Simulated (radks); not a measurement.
# Polarisabilities and dispersion coefficients of K, Ca⁺, Sc²⁺ and others

Aim: static dipole polarisabilities and C6 coefficients, each species in its NIST ground configuration. After each ground state the linear response is solved; its values go to the run's result record, not to the log. Response by self-consistent Sternheimer equations with the Hartree and adiabatic LDA kernel.

Program: radks (a radial shooting solver on a logarithmic mesh, Libxc functionals) version 1. Level of theory: non-relativistic Kohn-Sham, LDA (Slater exchange, VWN5 correlation), spin-polarised, spherical densities, point nucleus; open shells are filled with parallel spins first. These are calculated values, not measurements, unless marked.

**1. What is computed**

```
species : K ([Ar] 4s1), Ca⁺ ([Ar] 4s1), Sc²⁺ ([Ar] 3d1), Ti³⁺ ([Ar] 3d1), V⁴⁺ ([Ar] 3d1), Cr⁵⁺ ([Ar] 3d1), Mn⁶⁺ ([Ar] 3d1), Fe⁷⁺ ([Ar] 3d1), Co⁸⁺ ([Ar] 3d1)
```

**2. K, [Ar] 4s1**

Settings of this run:

```text
Z 19
configuration [Ar] 4s1
relativity non-relativistic
functional lda,vwn5
spin polarised
nucleus point
response adiabatic LDA kernel
```

**3. Ca⁺, [Ar] 4s1**

Changes since step 2:

```diff
@@ -1,2 +1,2 @@
-Z 19
+Z 20
 configuration [Ar] 4s1
```

**4. Sc²⁺, [Ar] 3d1**

Changes since step 3:

```diff
@@ -1,3 +1,3 @@
-Z 20
-configuration [Ar] 4s1
+Z 21
+configuration [Ar] 3d1
 relativity non-relativistic
```

**5. Ti³⁺, [Ar] 3d1**

Changes since step 4:

```diff
@@ -1,2 +1,2 @@
-Z 21
+Z 22
 configuration [Ar] 3d1
```

**6. V⁴⁺, [Ar] 3d1**

Changes since step 5:

```diff
@@ -1,2 +1,2 @@
-Z 22
+Z 23
 configuration [Ar] 3d1
```

**7. Cr⁵⁺, [Ar] 3d1**

Changes since step 6:

```diff
@@ -1,2 +1,2 @@
-Z 23
+Z 24
 configuration [Ar] 3d1
```

**8. Mn⁶⁺, [Ar] 3d1**

Changes since step 7:

```diff
@@ -1,2 +1,2 @@
-Z 24
+Z 25
 configuration [Ar] 3d1
```

**9. Fe⁷⁺, [Ar] 3d1**

Changes since step 8:

```diff
@@ -1,2 +1,2 @@
-Z 25
+Z 26
 configuration [Ar] 3d1
```

**10. Co⁸⁺, [Ar] 3d1**

Changes since step 9:

```diff
@@ -1,2 +1,2 @@
-Z 26
+Z 27
 configuration [Ar] 3d1
```

What does the calculation give? Wanted: for each run, species; −ε(HOMO); α; α uncoupled; C6; C8; recommended α.

As calculated:

| species | −ε(HOMO) (eV) | α (bohr³) | α uncoupled (bohr³) | C6 (hartree bohr⁶) | C8 (hartree bohr⁸) | recommended α (bohr³) |
| --- | --- | --- | --- | --- | --- | --- |
| K | 2.618 | 259.4 | 301.5 | 3299 | 430765 | 289.7 |
| Ca⁺ | 9.461 | 69.02 | 86.33 | 474.5 | 34659 | - |
| Sc²⁺ | 18.619 | 4.942 | 6.483 | 14.67 | - | - |
| Ti³⁺ | 35.594 | 2.306 | 3.303 | 5.994 | - | - |
| V⁴⁺ | 56.269 | 1.444 | 2.138 | 3.138 | - | - |
| Cr⁵⁺ | 80.376 | 1.007 | 1.513 | 1.836 | - | - |
| Mn⁶⁺ | 107.79 | 0.7426 | 1.125 | 1.151 | - | - |
| Fe⁷⁺ | 138.43 | 0.5682 | 0.8654 | 0.7574 | - | - |
| Co⁸⁺ | 172.26 | 0.4466 | 0.6821 | 0.5173 | - | - |

What this shows: Uncoupled leaves out the potential induced by the response; C6 and C8 are for like pairs. K is the most polarisable and Co⁸⁺ the least, a factor 581 apart. For the pair K–Co⁸⁺ the Casimir-Polder integral gives C6 = 13.48, the rule 2·Ca·Cb/(Ca·αb/αa + Cb·αa/αb) on the like-pair values 11.15. Against the recommended values (Schwerdtfeger and Nagle, 2023 table) the misses are K -10 %. C8 is given only where no p, d or f shell is open. For heavy and open-shell atoms this level can miss by tens of per cent.
